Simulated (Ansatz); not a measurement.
H₆NPSSi, SMILES NPS[SiH3], a rigid torsion scan

Run with Ansatz 0.2.0, Python API.

`h6npssi_torsion.py`
```python
"""Rigid torsion scan of H6NPSSi."""

import ansatz as az
from ase import Atoms

atoms = Atoms(["N", "P", "S", "Si", "H", "H", "H", "H", "H", "H"], positions=[
    (0.1621, 2.2862, -0.9697),
    (-0.3543, 0.6959, -1.055),
    (0.1346, 0.2725, 0.9164),
    (-0.1666, -1.8287, 0.9149),
    (-0.5573, 2.8512, -0.4429),
    (0.9927, 2.4314, -0.472),
    (0.816, 0.1653, -1.704),
    (0.6367, -2.4749, -0.126),
    (0.0953, -2.3851, 2.2934),
    (-1.676, -2.065, 0.6477),
])

# relax first, so that the scan starts from a minimum
first = (
    az.Crystal.molecule_from_ase(atoms).calculation()
    .basis(gaussian="def2-SVP")
    .functional("pbe0")
    .relax(force_tolerance=0.02, max_steps=80)
)
atoms.positions = first.run(threads=1, backend="cpu").report["positions_ang"]

start = atoms.get_dihedral(3, 2, 1, 0)
energies = {}
for turn in range(0, 360, 30):
    turned = atoms.copy()
    turned.set_dihedral(3, 2, 1, 0, start + turn, indices=[0, 1, 4, 5, 6])
    model = az.Crystal.molecule_from_ase(turned).calculation()
    model = model.basis(gaussian="def2-SVP").correlation("MP2")
    energies[round((start + turn) % 360)] = model.run(threads=1, backend="cpu").report["free_energy_ev"]
floor = min(energies.values())
print("dihedral Si3-S2-P1-N0 (deg)   E - E(min) (kcal/mol)")
for angle, e in sorted(energies.items()):
    print(f"{angle:8d} {23.060548 * (e - floor):14.3f}  " + "#" * int(30 * (e - floor) / max(max(energies.values()) - floor, 1e-9)))
```

```console
$ python h6npssi_torsion.py
dihedral Si3-S2-P1-N0 (deg)   E - E(min) (kcal/mol)
      17          5.321  ##############################
      47          2.936  ################
      77          0.630  ###
     107          0.000
     137          1.081  ######
     167          2.977  ################
     197          4.185  #######################
     227          3.964  ######################
     257          2.859  ################
     287          1.459  ########
     317          2.498  ##############
     347          4.636  ##########################
```

What to keep in mind:
- The scan is rigid and the energies are electronic, in a modest basis. With rigid groups the curve can differ much from the relaxed path, the start wasn't checked as a minimum of this torsion, and equivalent turns needn't return to the same energy.
- The start is relaxed with a density functional and scanned with the wavefunction method, so it isn't exactly that method's minimum.
- Finished in 110 s on 1 thread of Arm Neoverse V2 (shared host), peak memory 0.28 GiB.
